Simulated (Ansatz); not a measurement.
# Al4N: the cost of one run

Program: Ansatz 0.2.0. Level of theory: DFT PBE, scalar-relativistic, plane waves, PAW. These are calculated values, not measurements.

3 further runs of the same task are left out: 2 that didn't finish, 1 set aside as unsound or not needed.

**1. The starting structure**

It takes space group R-3m (No. 166, trigonal). Conventional cell: a = 4.229 Å, b = 4.229 Å, c = 20.719 Å, α = 90.00°, β = 90.00°, γ = 120.00°. Al (site symmetry 3m) is surrounded by 3 N at 2.59 Å. Al (site symmetry 3m) is surrounded by 1 N at 2.59 Å. N (site symmetry -3m) has 8 Al at 2.59 Å in its first shell of neighbours.

As a file:

```
CELL_PARAMETERS angstrom
2.11464 1.22089 6.90639
-2.11464 1.22089 6.90639
0.00000 -2.44178 6.90639
ATOMIC_POSITIONS crystal
Al 0.62500 0.62500 0.62500
Al 0.12500 0.12500 0.12500
Al 0.87500 0.87500 0.87500
Al 0.37500 0.37500 0.37500
N 0.00000 0.00000 0.00000
```

Recipe of the guess: ordered vacancies on the anion sites of antifluorite (R-3m, No. 166). The dimensions are guesses.

**2. The guess as it stands, on a coarse mesh**

The input, input.yaml:

```yaml
crystal:
  lattice:
    - [2.11464107, 1.22088859, 6.90638882]
    - [-2.11464107, 1.22088859, 6.90638882]
    - [0.0, -2.44177718, 6.90638882]
  atoms:
    - { symbol: Al, position: [0.625, 0.625, 0.625] }
    - { symbol: Al, position: [0.125, 0.125, 0.125] }
    - { symbol: Al, position: [0.875, 0.875, 0.875] }
    - { symbol: Al, position: [0.375, 0.375, 0.375] }
    - { symbol: "N", position: [0.0, 0.0, 0.0] }
basis:
  ecutwfc: 420
kpoints:
  mp_grid: { grid: [6, 6, 6] }
hamiltonian:
  xc: pbe
scf:
  occupations: { method: gaussian, width: 0.1 }
  lower_state_search: "off"
output:
  forces: true
  stress: true
  eigenvalues: true
```

Command:

```bash
> ansatz run input.yaml --threads 1 --pin off --max-ram 2560MiB --backend cpu --events-out ev --progress --plain --runs-dir out
```

What time and memory should one allow on 1 thread of AMD EPYC (Zen 3), shared host?

About 6.2 s, with a peak of 0.37 GiB.
